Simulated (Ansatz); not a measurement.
# H₄OSSi₂: up Jacob's ladder to CCSD(T)

The task here is to estimate one member of a computed series from the others.

The runs use Ansatz 0.2.0, Gaussian basis; functionals in def2-TZVPP, the program's frozen cores in correlated methods.

The runs, in order: LDA (SPW92), PBE-D4, revPBE-D4, BLYP-D4, r2SCAN-D4, B97M-V, PBE0-D4, B3LYP-D4, r2SCANh-D4, r2SCAN0-D4, HSE06-D4, BHLYP-D4, CAM-B3LYP-D4, LC-ωPBE, ωB97X-V, ωB97M-V, B2PLYP, PBE-QIDH; CCSD(T)/def2-SVP; CCSD(T)/def2-TZVPP; CCSD(T)/def2-QZVPP; extrapolation to the limit; RPA on PBE.

### The relaxed structure

The geometry comes from an earlier relaxation with PBE0-D4 in a triple-zeta def2 set; it is a stationary point, not always the lowest conformer.

SMILES `[SiH3]O[Si]S`, 8 atoms, charge 0, spin multiplicity 1.

Atoms are counted from 1 here; the program's logs count them from 0.

Bond lengths: Si1–O2 1.648 Å, Si1–H5 1.483 Å, Si1–H6 1.486 Å, Si1–H7 1.483 Å, O2–Si3 1.649 Å, Si3–S4 2.159 Å, S4–H8 1.345 Å. Angles: O2–Si1–H5 108.6°, O2–Si1–H6 110.3°, O2–Si1–H7 108.6°, H5–Si1–H6 109.8°, H5–Si1–H7 109.9°, H6–Si1–H7 109.8°, Si1–O2–Si3 141.5°, O2–Si3–S4 100.2°, Si3–S4–H8 95.5°.

Set-up of the first run:

The input, in.yaml:

```yaml
crystal:
  periodic: [false, false, false]
  atoms:
    - {symbol: Si, position_ang: [-0.061780, 1.375722, -0.389273]}
    - {symbol: O, position_ang: [0.042800, -0.171478, 0.169366]}
    - {symbol: Si, position_ang: [0.271172, -1.029776, 1.558152]}
    - {symbol: S, position_ang: [0.163718, -3.042478, 0.783724]}
    - {symbol: H, position_ang: [-1.394942, 1.564321, -1.010297]}
    - {symbol: H, position_ang: [0.112735, 2.339403, 0.728330]}
    - {symbol: H, position_ang: [1.001003, 1.584650, -1.401717]}
    - {symbol: H, position_ang: [-0.042706, -2.677465, -0.494085]}
basis:
  gaussian: {orbitals: def2-TZVPP}
hamiltonian: {xc: lda}
output: {orbitals: {seedname: orbitals}}
```

Launch:

```
$ ansatz run in.yaml --threads 2 --pin off --events-out ev --progress --plain --max-ram 22528MiB --backend cpu
```

Steps of the session up to this table: LDA; PBE-D4 (GGA); revPBE-D4 (GGA); BLYP-D4 (GGA); r2SCAN-D4 (meta-GGA); B97M-V (meta-GGA); PBE0-D4 (hybrid); B3LYP-D4 (hybrid); r2SCANh-D4 (hybrid); r2SCAN0-D4 (hybrid); HSE06-D4 (hybrid); BHLYP-D4 (hybrid); CAM-B3LYP-D4 (range-separated); LC-ωPBE (range-separated); ωB97X-V (range-separated); ωB97M-V (range-separated); B2PLYP (double hybrid); PBE-QIDH (double hybrid).

One table of the session follows, with a row left open; its other results are not shown here.

It belongs to the step «Frontier levels by functional». 

```
  functional  HOMO (eV)  LUMO (eV)  gap (eV)
 LDA (SPW92)      -5.93      -2.80      3.14
      PBE-D4      -5.82      -2.63      3.18
   revPBE-D4      -5.77      -2.57      3.19
     BLYP-D4          ?          ?         ?
   r2SCAN-D4      -6.02      -2.56      3.47
      B97M-V      -6.11      -2.52      3.59
     PBE0-D4      -6.88      -1.85      5.04
    B3LYP-D4      -6.70      -2.01      4.69
  r2SCANh-D4      -6.42      -2.25      4.17
  r2SCAN0-D4      -7.02      -1.80      5.22
    HSE06-D4      -6.49      -2.22      4.27
    BHLYP-D4      -7.84      -0.92      6.92
CAM-B3LYP-D4      -8.15      -0.75      7.40
     LC-ωPBE      -9.42       0.28      9.70
     ωB97X-V      -9.11       0.22      9.33
     ωB97M-V      -8.95       0.13      9.08
```

Q: Estimate the row for BLYP-D4 from the others.

Worked estimate for «HOMO (eV)». Against the share of exact exchange, B3LYP-D4 (0.2, -6.70), BHLYP-D4 (0.5, -7.84) give a slope of -3.80 per unit share; at 0 the line stands at -5.94.

As computed: HOMO (eV): -5.68; LUMO (eV): -2.47; gap (eV): 3.21. In «HOMO (eV)» the line misses by -0.26.
